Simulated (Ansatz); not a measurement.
# C₂H₈GeS: small, medium and large basis sets

The task here is to estimate one member of a computed series from the others.

Method: one geometry, several basis sets; program: Ansatz 0.2.0, Gaussian basis.

Plan: PBE0-D4/def2-SVP; ωB97M-V/def2-SVP; PBE0-D4/def2-QZVPP; ωB97M-V/def2-QZVPP; the functionals' def2-TZVPP values are taken from earlier runs.

## The geometry

All runs share one geometry, relaxed beforehand with PBE0-D4 in a triple-zeta def2 set.

12 atoms, charge 0, spin multiplicity 1.

Atoms are counted from 1 here; the program's logs count them from 0.

Bond lengths: C1–Ge2 1.947 Å, C1–H5 1.090 Å, C1–H6 1.091 Å, C1–H7 1.091 Å, Ge2–C3 1.950 Å, Ge2–S4 2.237 Å, Ge2–H8 1.544 Å, C3–H9 1.092 Å, C3–H10 1.091 Å, C3–H11 1.091 Å, S4–H12 1.343 Å. Angles: Ge2–C1–H5 110.5°, Ge2–C1–H6 110.0°, Ge2–C1–H7 110.0°, H5–C1–H6 108.7°, H5–C1–H7 108.8°, H6–C1–H7 108.7°, C1–Ge2–C3 112.1°, C1–Ge2–S4 104.9°, C1–Ge2–H8 111.1°, C3–Ge2–S4 109.9°, C3–Ge2–H8 110.1°, S4–Ge2–H8 108.6°, Ge2–C3–H9 110.2°, Ge2–C3–H10 110.5°, Ge2–C3–H11 109.8°, H9–C3–H10 108.6°, H9–C3–H11 109.1°, H10–C3–H11 108.7° and more.

Set-up of the first run:

Input file in.yaml:

```yaml
crystal:
  periodic: [false, false, false]
  atoms:
    - {symbol: C, position_ang: [-0.728217, 1.016250, -1.291494]}
    - {symbol: Ge, position_ang: [-0.449888, -0.140892, 0.249948]}
    - {symbol: C, position_ang: [1.348557, 0.035014, 0.983959]}
    - {symbol: S, position_ang: [-0.753899, -2.216458, -0.527693]}
    - {symbol: H, position_ang: [-1.734048, 0.883701, -1.690765]}
    - {symbol: H, position_ang: [-0.600755, 2.060884, -1.002124]}
    - {symbol: H, position_ang: [-0.004745, 0.778562, -2.072672]}
    - {symbol: H, position_ang: [-1.501156, 0.132932, 1.347149]}
    - {symbol: H, position_ang: [1.510128, 1.052405, 1.346657]}
    - {symbol: H, position_ang: [1.490941, -0.657088, 1.814733]}
    - {symbol: H, position_ang: [2.085706, -0.189284, 0.212073]}
    - {symbol: H, position_ang: [-0.585625, -2.811226, 0.664329]}
basis:
  gaussian: {orbitals: def2-SVP}
hamiltonian: {xc: pbe0, dispersion: d4}
output: {orbitals: {seedname: orbitals}}
```

Run with:

```sh
$ ansatz run in.yaml --threads 4 --pin off --events-out ev --progress --plain --max-ram 10444MiB
```

Among the steps run: PBE0-D4 in def2-SVP; ωB97M-V in def2-SVP; PBE0-D4 in def2-QZVPP; ωB97M-V in def2-QZVPP.

One of the session's tables, all rows but one given; the rest of the session is left out.

It belongs to the step «Density functionals: the series». 

| functional | basis | HOMO (eV) | LUMO (eV) |
| --- | --- | --- | --- |
| PBE0-D4 | def2-SVP | -6.84 | 1.03 |
| PBE0-D4 | def2-TZVPP | -7.00 | 0.52 |
| PBE0-D4 | def2-QZVPP | -7.03 | 0.26 |
| ωB97M-V | def2-SVP | ? | ? |
| ωB97M-V | def2-TZVPP | -9.21 | 2.18 |
| ωB97M-V | def2-QZVPP | -9.24 | 1.56 |

**Question.** Estimate the row for ωB97M-V, def2-SVP.

As computed: HOMO (eV): -9.02; LUMO (eV): 2.88. In the column «HOMO (eV)» it lies between ωB97M-V, def2-TZVPP (-9.21) and PBE0-D4, def2-QZVPP (-7.03).
